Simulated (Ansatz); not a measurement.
# BrH3O3Ti: up Jacob's ladder to CCSD(T)

One table from this session's results is given with a row withheld; the runs are named, their logs left out.

Method: functionals in def2-TZVPP, the program's frozen cores in correlated methods; program: Ansatz 0.2.0, Gaussian basis.

Plan: LDA (SPW92), PBE-D4, revPBE-D4, BLYP-D4, r2SCAN-D4, B97M-V, PBE0-D4, B3LYP-D4, r2SCANh-D4, r2SCAN0-D4, HSE06-D4, BHLYP-D4, CAM-B3LYP-D4, LC-ωPBE, ωB97X-V, ωB97M-V, B2PLYP, PBE-QIDH; CCSD(T)/def2-SVP; CCSD(T)/def2-TZVPP; MP2/def2-QZVPP; extrapolation to the limit; RPA on PBE.

## The geometry

The geometry comes from an earlier relaxation with PBE0-D4 in a triple-zeta def2 set; it is a stationary point, not always the lowest conformer.

SMILES `[OH][Ti]([OH])([OH])[Br]`, 8 atoms, charge 0, spin multiplicity 1.

Atoms are counted from 1 here; the program's logs count them from 0.

Bond lengths: O1–Ti2 1.777 Å, O1–H6 0.958 Å, Ti2–O3 1.784 Å, Ti2–O4 1.778 Å, Ti2–Br5 2.380 Å, O3–H7 0.959 Å, O4–H8 0.957 Å. Angles: Ti2–O1–H6 135.0°, O1–Ti2–O3 108.6°, O1–Ti2–O4 111.8°, O1–Ti2–Br5 108.1°, O3–Ti2–O4 109.5°, O3–Ti2–Br5 110.9°, O4–Ti2–Br5 108.0°, Ti2–O3–H7 129.4°, Ti2–O4–H8 136.8°.

The first run:

in.yaml

```yaml
crystal:
  periodic: [false, false, false]
  atoms:
    - {symbol: O, position_ang: [-0.829584, 1.066301, 1.036443]}
    - {symbol: Ti, position_ang: [0.124357, 0.130511, -0.135574]}
    - {symbol: O, position_ang: [1.797734, -0.003671, 0.469316]}
    - {symbol: O, position_ang: [-0.547926, -1.496795, -0.384412]}
    - {symbol: Br, position_ang: [0.066613, 1.276529, -2.221217]}
    - {symbol: H, position_ang: [-1.588031, 1.648977, 0.980994]}
    - {symbol: H, position_ang: [2.427111, -0.720289, 0.365881]}
    - {symbol: H, position_ang: [-1.357974, -1.958565, -0.167131]}
basis:
  gaussian: {orbitals: def2-TZVPP}
hamiltonian: {xc: lda}
output: {orbitals: {seedname: orbitals}}
```

The run is started by

```console
> ansatz run in.yaml --threads 8 --pin off --events-out ev --progress --plain --max-ram 18278MiB
```

Steps of the session up to this table: LDA; PBE-D4 (GGA); revPBE-D4 (GGA); BLYP-D4 (GGA); r2SCAN-D4 (meta-GGA); B97M-V (meta-GGA); PBE0-D4 (hybrid); B3LYP-D4 (hybrid); r2SCANh-D4 (hybrid); r2SCAN0-D4 (hybrid); HSE06-D4 (hybrid); BHLYP-D4 (hybrid); CAM-B3LYP-D4 (range-separated); LC-ωPBE (range-separated); ωB97X-V (range-separated); ωB97M-V (range-separated); B2PLYP (double hybrid); PBE-QIDH (double hybrid).

One of the session's tables, all rows but one given; the rest of the session is left out.

It belongs to the step «Orbital energies across the functionals». 

```
  functional  HOMO (eV)  LUMO (eV)  gap (eV)
 LDA (SPW92)      -7.02      -3.21      3.81
      PBE-D4      -6.84      -2.98      3.87
   revPBE-D4      -6.78      -2.90      3.88
     BLYP-D4      -6.69      -2.89      3.79
   r2SCAN-D4          ?          ?         ?
      B97M-V      -7.24      -2.92      4.32
     PBE0-D4      -8.16      -2.04      6.12
    B3LYP-D4      -7.89      -2.32      5.57
  r2SCANh-D4      -7.67      -2.55      5.12
  r2SCAN0-D4      -8.39      -1.98      6.41
    HSE06-D4      -7.76      -2.42      5.34
    BHLYP-D4      -9.32      -0.93      8.39
CAM-B3LYP-D4      -9.46      -0.96      8.50
     LC-ωPBE     -10.81       0.19     11.00
     ωB97X-V     -10.47       0.17     10.64
     ωB97M-V     -10.34       0.15     10.50
```

Q: Estimate the row for r2SCAN-D4 from the others.

Worked estimate for «HOMO (eV)». Against the share of exact exchange, r2SCANh-D4 (0.1, -7.67), r2SCAN0-D4 (0.25, -8.39) give a slope of -4.80 per unit share; at 0 the line stands at -7.19.

The run gave: HOMO (eV): -7.19; LUMO (eV): -2.92; gap (eV): 4.27. In «HOMO (eV)» the line misses by 0.00.
